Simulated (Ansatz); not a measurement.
# PC2: the cost of one run

Program: Ansatz 0.2.0. Level of theory: DFT PBE, scalar-relativistic, plane waves, PAW. These are calculated values, not measurements.

**1. The structure to begin with**

The structure is tetragonal, space group P4/nmm (No. 129). The conventional cell has a = 3.402 Å, b = 3.402 Å, c = 7.000 Å, α = 90.00°, β = 90.00°, γ = 90.00°. P (site symmetry 4mm) has 9 C at 2.49 to 2.57 Å as nearest neighbours. C (site symmetry 4mm) is surrounded by 5 P at 2.49 to 2.51 Å. C (site symmetry -4m2) is surrounded by 4 C at 2.41 Å and 4 P at 2.57 Å.

Structure file:

```xyz
6
Lattice="3.4016 0.0000 0.0000 0.0000 3.4016 0.0000 0.0000 0.0000 7.0004" Properties=species:S:1:pos:R:3 pbc="T T T"
P     0.0000    1.7008    5.0732
P     1.7008    0.0000    1.9271
C     0.0000    1.7008    2.5596
C     1.7008    0.0000    4.4408
C     0.0000    0.0000    0.0000
C     1.7008    1.7008    0.0000
```

A structure generator made this guess: species swapped into a database cell of LaSe2 (P4/nmm, No. 129), with P on the La sites and C on the Se sites. Its size is a rough estimate.

**2. The guess as it stands, on a coarse mesh**

The input, input.yaml:

```yaml
crystal:
  lattice:
    - [3.40161754, 0.0, 0.0]
    - [0.0, 3.40161754, 0.0]
    - [0.0, 0.0, 7.00036037]
  atoms:
    - { symbol: P, position: [0.0, 0.5, 0.72471064] }
    - { symbol: P, position: [0.5, 0.0, 0.27528936] }
    - { symbol: C, position: [0.0, 0.5, 0.36563769] }
    - { symbol: C, position: [0.5, 0.0, 0.63436231] }
    - { symbol: C, position: [0.0, 0.0, 0.0] }
    - { symbol: C, position: [0.5, 0.5, 0.0] }
basis:
  ecutwfc: 420
kpoints:
  mp_grid: { grid: [6, 6, 4] }
hamiltonian:
  xc: pbe
scf:
  occupations: { method: gaussian, width: 0.1 }
  lower_state_search: "off"
output:
  forces: true
  stress: true
  eigenvalues: true
```

The run is started by

```
> ansatz run input.yaml --threads 1 --pin off --max-ram 2560MiB --backend cpu --events-out ev --progress --plain --runs-dir out
```

**Question.** How long does this run take on 1 thread of Arm Neoverse V2, shared host, and how much memory does it need?

About 2.6 s, with a peak of 0.32 GiB.
